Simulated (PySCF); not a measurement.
**Zr₂Cl⁺: triplet, from a B3LYP minimum start**

Where does triplet Zr₂Cl⁺ go from a B3LYP minimum start, is the end point a minimum, and what are its modes, charges and moments?

The runs use PySCF 2.14.0; B3LYP, basis Cl def2-SVP, Zr def2-SVP with ECP28, scalar-relativistic core potentials, no spin–orbit coupling, density fitting.

**1. Where the work starts**

3 atoms, charge 1, spin multiplicity 3.

Bond lengths: Cl1–Zr2 2.507 Å, Cl1–Zr3 2.507 Å, Zr2–Zr3 2.312 Å. Angles: Zr2–Cl1–Zr3 54.9°, Cl1–Zr2–Zr3 62.5°, Cl1–Zr3–Zr2 62.5°.

Coordinates in bohr (charge 1 multiplicity 3):
```
Cl    0.0000    0.0000   -3.5204
Zr    2.1842    0.0000    0.6842
Zr   -2.1842    0.0000    0.6842
```

**2. The SCF at the typed geometry**

The steps below are one call of a driver around PySCF. For each, scf.py gives the equivalent set-up of the SCF; relaxations use the driver's own optimiser. After this first run the driver tries any further starts and a stability analysis.

Contents of scf.py:

```python
from pyscf import gto, scf, dft
mol = gto.M(atom='''
Cl    -0.000000     0.000000    -1.862921
Zr     1.155854    -0.000000     0.362038
Zr    -1.155854     0.000000     0.362038''',
    basis={'Cl': 'def2-SVP', 'Zr': 'def2-SVP'},
    ecp={'Zr': 'def2-SVP'},
    charge=1, spin=2)
mf = dft.UKS(mol, xc='B3LYP')
mf.grids.atom_grid = (50, 194)
aux = {'Cl': 'def2-universal-JKFIT', 'Zr': 'def2-universal-JKFIT'}
mf = mf.density_fit(auxbasis=aux)
mf.conv_tol = 1e-08
mf.diis_space = 10
mf.max_cycle = 60
mf.init_guess = 'minao'
mf.verbose = 4
mf.kernel()
```

Started as:

```
$ OMP_NUM_THREADS=2 python axn.py task.json out
```

Log:

```text
init E= -542.214934712512
[... the frontier-level lines of each cycle are left out ...]
cycle= 1 E= -552.502319100837  delta_E= -10.3  |g|= 1.46  |ddm|= 4.41
cycle= 2 E= -548.759110068126  delta_E= 3.74  |g|= 2.27  |ddm|= 12.6
cycle= 3 E= -553.806081568439  delta_E= -5.05  |g|= 0.269  |ddm|= 12.4
cycle= 4 E= -553.840342033433  delta_E= -0.0343  |g|= 0.204  |ddm|= 0.809
cycle= 5 E= -553.865734668844  delta_E= -0.0254  |g|= 0.0417  |ddm|= 0.324
cycle= 6 E= -553.869806970523  delta_E= -0.00407  |g|= 0.0249  |ddm|= 0.176
cycle= 7 E= -553.871940680927  delta_E= -0.00213  |g|= 0.0182  |ddm|= 0.106
cycle= 8 E= -553.876375773947  delta_E= -0.00444  |g|= 0.0122  |ddm|= 0.286
cycle= 9 E= -553.878038693282  delta_E= -0.00166  |g|= 0.0078  |ddm|= 0.16
cycle= 10 E= -553.879088024131  delta_E= -0.00105  |g|= 0.00766  |ddm|= 0.174
cycle= 11 E= -553.87941643537  delta_E= -0.000328  |g|= 0.0045  |ddm|= 0.134
cycle= 12 E= -553.87944727925  delta_E= -3.08e-05  |g|= 0.00133  |ddm|= 0.0174
cycle= 13 E= -553.879453431455  delta_E= -6.15e-06  |g|= 0.000527  |ddm|= 0.00971
cycle= 14 E= -553.879455471314  delta_E= -2.04e-06  |g|= 0.000241  |ddm|= 0.00906
cycle= 15 E= -553.879455863492  delta_E= -3.92e-07  |g|= 0.000214  |ddm|= 0.00311
cycle= 16 E= -553.879455899455  delta_E= -3.6e-08  |g|= 0.000219  |ddm|= 0.000583
cycle= 17 E= -553.87945596744  delta_E= -6.8e-08  |g|= 2.75e-05  |ddm|= 0.00094
cycle= 18 E= -553.879455971138  delta_E= -3.7e-09  |g|= 1.6e-05  |ddm|= 0.000284
Extra cycle  E= -553.879455972283  delta_E= -1.15e-09  |g|= 1.72e-05  |ddm|= 9.69e-05
converged SCF energy = -553.879455972283  <S^2> = 2.0065369  2S+1 = 3.0043548
```

This step, with its further starts and checks, took 7.7 s on 2 threads of AMD EPYC 9R45 (Zen 5), shared host.

The starts that the driver tried:

| start | energy (Eh) |
| --- | --- |
| the minimal-basis guess | -553.879456 |
| a thermally smeared density | -553.879456 |
| a smeared PBE density | -553.879456 |

No lower solution of this spin turned up from the other starts or in the test of internal stability.

**3. Relaxation: B3LYP minimum start, triplet**

The program finds C2v symmetry in the start, which this walk keeps. The walk stops when the largest gradient is under 0.0003 Eh/bohr and the energy has settled too.

scf.py, as its differences from that of step 2:

```diff
@@ -3,3 +3,3 @@
-Cl    -0.000000     0.000000    -1.862921
-Zr     1.155854    -0.000000     0.362038
-Zr    -1.155854     0.000000     0.362038''',
+Cl     0.000000     0.000000    -1.862705
+Zr     1.155854     0.000000     0.362254
+Zr    -1.155854     0.000000     0.362254''',
@@ -16 +15,0 @@
-mf.init_guess = 'minao'
```

Energy and gradient, step by step:

| step | energy (Eh) | change (kJ/mol) | largest symmetric gradient (Eh/bohr) |
| --- | --- | --- | --- |
| 0 | -553.879456 | 0.00 | 0.00025 |

The walk took 1.6 s.

Positions (Å) and forces (eV/Å) along the way:

```
step 0
Cl   0.000   0.000  -1.863  -0.001   0.000  -0.012
Zr   1.156   0.000   0.362  -0.012   0.000   0.006
Zr  -1.156   0.000   0.362   0.013   0.000   0.006
```

End point (C2v, 0 steps, 0.0 kJ/mol gained): Cl–Zr 2.507 Å (×2), Zr–Zr 2.312 Å; Cl–Zr–Zr 62.5° (×2), Zr–Cl–Zr 54.9°.

**4. Hessian and properties**

On the finer grid the gradient is checked again; gradients at displacements of ±0.02 bohr then give force constants and infrared intensities.

scf.py, as its differences from that of step 3:

```diff
@@ -10 +10 @@
-mf.grids.atom_grid = (50, 194)
+mf.grids.atom_grid = (75, 302)
@@ -13 +13 @@
-mf.conv_tol = 1e-08
+mf.conv_tol = 1e-10
```

This SCF starts from the last density.

Log of the central SCF (cycles and frontier levels):

```text
init E= -553.879509369735
[... the frontier-level lines of each cycle are left out ...]
cycle= 1 E= -553.879509369739  delta_E= -4.09e-12  |g|= 4.74e-06  |ddm|= 1.38e-05
Extra cycle  E= -553.879509369725  delta_E= 1.41e-11  |g|= 7.59e-06  |ddm|= 1.65e-05
converged SCF energy = -553.879509369725  <S^2> = 2.0065685  2S+1 = 3.0043758
```

The whole step took 20 s.

Geometry: C2v; Cl–Zr 2.507 Å (×2), Zr–Zr 2.312 Å; Cl–Zr–Zr 62.5° (×2), Zr–Cl–Zr 54.9°.

Harmonic modes (main isotopes):

```csv
symmetry,ω (cm⁻¹),IR (km/mol)
b2,197,0.2
a1,294,11.8
a1,363,19.3
```

All wavenumbers are real: a minimum.

Properties at this point:

| Quantity | Value |
| --- | --- |
| Dipole moment about the centre of mass | 3.56 D |
| Highest occupied level | -9.42 eV |
| Lowest empty level | -7.61 eV |
| Rotational constants | 0.1163, 0.07017, 0.04377 cm⁻¹ |
| Zero-point energy | 5.1 kJ/mol |
| Principal polarisabilities | 85.1, 85.2, 139.2 bohr³ |
| Principal traceless quadrupole moments about the centre of mass | -10.63, -8.63, 19.27 D Å |
| Entropy at 298.15 K and 1 bar (electronic part: spin only) | 315.7 J/(mol K) |
| Heat capacity Cp at 298.15 K | 54.5 J/(mol K) |
| Enthalpy at 298.15 K above 0 K | 13.44 kJ/mol |
| Rotational symmetry number | 2 |
| Spin squared ⟨S²⟩ | 2.007 |

Populations by atom (charges in e):

| atom | Mulliken | Löwdin | polar tensor | spin (Mulliken) | Mayer order to Cl1 |
| --- | --- | --- | --- | --- | --- |
| Cl1 | -0.17 | 0.35 | -0.33 | -0.01 | – |
| Zr2,3 | 0.59 | 0.33 | 0.66 | 1.01 | 0.72 |

Outer orbital energies (eV). α occupied: -26.54, -14.82, -14.22, -13.87, -10.24, -10.21, -9.99, -9.42; empty: -6.97, -6.78, -6.30, -6.03. β occupied: -37.88, -36.48, -26.53, -14.75, -14.20, -13.83, -9.76, -9.73; empty: -7.61, -7.05, -6.74, -6.14.

Mulliken populations on Cl1: s 5.95, p 11.20, d 0.02.

**5. What came out**

| quantity | value |
| --- | --- |
| minimum | triplet, C2v |
| geometry | Cl–Zr 2.507 Å (×2), Zr–Zr 2.312 Å; Cl–Zr–Zr 62.5° (×2), Zr–Cl–Zr 54.9° |
| wavenumbers (cm⁻¹) | 197 (b2), 294 (a1), 363 (a1) |
| dipole moment (centre of mass) | 3.56 D |
| highest occupied, lowest empty level (either spin) | -9.42, -7.61 eV |
| polar-tensor charge of Cl1 | -0.33 e |
| zero-point energy | 5.1 kJ/mol |
| entropy at 298.15 K | 315.7 J/(mol K) |
| ⟨S²⟩ | 2.007 |

**Reading.** The B3LYP minimum start keeps its C2v symmetry and ends in a minimum. In the infrared the band at 363 cm⁻¹ (a1) leads. Other starts or spin states, not run here, may lie lower. One determinant may miss the lowest occupation of an open d or f shell.

The search up to here took 29 s.
